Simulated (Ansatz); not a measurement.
# C₃H₆OSi: one species, many methods

One table from this session's results is given with a row withheld; the runs are named, their logs left out.

Program: Ansatz 0.2.0, Gaussian basis. Level of theory: functionals in def2-TZVPP, the program's frozen cores in correlated methods. These are calculated values, not measurements.

The runs, in order: PBE-D4, r2SCAN-D4, PBE0-D4, B3LYP-D4, ωB97X-V, ωB97M-V, B2PLYP; CCSD(T)/def2-TZVPP; MP2/def2-QZVPP; extrapolation to the limit.

### The relaxed structure

All runs share one geometry, relaxed beforehand with PBE0-D4 in a triple-zeta def2 set.

11 atoms, charge 0, spin multiplicity 1.

Atoms are counted from 1 here; the program's logs count them from 0.

Bond lengths: C1–Si2 1.851 Å, C1–H6 1.094 Å, C1–H7 1.091 Å, C1–H8 1.093 Å, Si2–C3 1.834 Å, Si2–O5 1.719 Å, Si2–H9 1.485 Å, C3–C4 1.343 Å, C3–H10 1.076 Å, C4–O5 1.378 Å, C4–H11 1.088 Å. Angles: Si2–C1–H6 110.3°, Si2–C1–H7 110.7°, Si2–C1–H8 110.6°, H6–C1–H7 108.5°, H6–C1–H8 107.8°, H7–C1–H8 108.8°, C1–Si2–C3 121.8°, C1–Si2–O5 112.9°, C1–Si2–H9 110.5°, C3–Si2–O5 78.4°, C3–Si2–H9 118.0°, O5–Si2–H9 110.6°, Si2–C3–C4 83.4°, Si2–C3–H10 148.2°, C4–C3–H10 128.4°, C3–C4–O5 111.3°, C3–C4–H11 132.4°, O5–C4–H11 116.3° and more.

Set-up of the first run:

in.yaml

```yaml
crystal:
  periodic: [false, false, false]
  atoms:
    - {symbol: C, position_ang: [-1.377716, -0.445170, 1.036244]}
    - {symbol: Si, position_ang: [0.208681, 0.336333, 0.488689]}
    - {symbol: C, position_ang: [1.335007, -0.494189, -0.695964]}
    - {symbol: C, position_ang: [0.935519, 0.485470, -1.523952]}
    - {symbol: O, position_ang: [0.023304, 1.317114, -0.911314]}
    - {symbol: H, position_ang: [-1.189685, -1.163386, 1.839326]}
    - {symbol: H, position_ang: [-1.856680, -0.969392, 0.207322]}
    - {symbol: H, position_ang: [-2.066490, 0.311810, 1.420367]}
    - {symbol: H, position_ang: [0.814866, 1.117298, 1.597331]}
    - {symbol: H, position_ang: [2.041581, -1.283611, -0.886457]}
    - {symbol: H, position_ang: [1.197112, 0.730822, -2.550891]}
basis:
  gaussian: {orbitals: def2-TZVPP}
hamiltonian: {xc: pbe, dispersion: d4}
output: {forces: true, orbitals: {seedname: orbitals}}
```

Run with:

```bash
> ansatz run in.yaml --threads 4 --pin off --events-out ev --progress --plain --max-ram 10444MiB
```

Steps of the session up to this table: PBE-D4 (GGA); r2SCAN-D4 (meta-GGA); PBE0-D4 (hybrid); B3LYP-D4 (hybrid); ωB97X-V (range-separated); ωB97M-V (range-separated); B2PLYP (double hybrid); CCSD(T) in def2-TZVPP; MP2 in def2-QZVPP.

One of the session's tables, all rows but one given; the rest of the session is left out.

It belongs to the step «Atomisation energies». 

| method | atomisation energy (kcal/mol) |
| --- | --- |
| PBE-D4 | 1087.3 |
| r2SCAN-D4 | 1068.2 |
| PBE0-D4 | 1068.1 |
| B3LYP-D4 | 1060.9 |
| ωB97X-V | 1066.2 |
| ωB97M-V | ? |
| B2PLYP | 1052.3 |
| HF/def2-TZVPP | 777.0 |
| MP2/def2-TZVPP | 1056.7 |
| CCSD/def2-TZVPP | 1018.3 |
| CCSD(T)/def2-TZVPP | 1035.5 |
| MP2/CBS | 1084.1 |
| CCSD(T)/CBS | 1062.9 |

Estimate the missing values for ωB97M-V.

The run gave: atomisation energy (kcal/mol): 1067.3. In the column «atomisation energy (kcal/mol)» it lies between ωB97X-V (1066.2) and PBE0-D4 (1068.1).
